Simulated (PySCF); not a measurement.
# C3H7FSi2: the cost of one run

Computed with PySCF 2.14.0, with density-fitted response routines of our own, on a single molecule in the gas phase. Atoms are numbered from 0 throughout.

### 1 The starting structure

13 atoms, charge 0, multiplicity 1; geometry from: GFN2-xTB. The atoms were then displaced at random by about 0.01 Å, so the start is not that level's minimum.

Bonds of the start (Å): C0–C1 1.22, C1–Si2 1.87, Si2–C3 1.87, C3–Si4 1.90, Si4–F5 1.61, C0–H6 1.05, Si2–H7 1.48, Si2–H8 1.47, C3–H9 1.11, C3–H10 1.07, Si4–H11 1.47, Si4–H12 1.49.

### 2 Optimising the geometry at PBE0-D3(BJ)/def2-SVP

The job: settings as JSON, then the geometry in Å.

```
{"job": {"xc": "PBE0", "basis": "def2-SVP", "d3": "d3bj", "grid": 1, "shake": 0.01, "kind": "geom"}, "charge": 0, "multiplicity": 1}
C      2.899680     0.457120     0.573440
C      1.973640    -0.035970    -0.042080
Si     0.580490    -0.822360    -1.001210
C     -0.923980     0.260290    -0.767110
Si    -1.615340     0.346330     0.996150
F     -1.891160    -1.156010     1.492200
H      3.678010     0.928450     1.103360
H      0.999480    -0.827750    -2.418180
H      0.384620    -2.176770    -0.477500
H     -1.745190    -0.135170    -1.402780
H     -0.753730     1.263520    -1.110080
H     -0.632370     0.878540     1.957360
H     -2.948330     1.002880     1.086110
```

Started as:

```
OMP_NUM_THREADS=1 python probes_run.py task.json out
```

One launch serves the whole session: the jobs run in the order shown.

**Question.** How long does this first job take on 1 thread of Arm Neoverse V1, shared host, and how much memory does it need?

About 51 s, with a peak of 0.49 GiB.
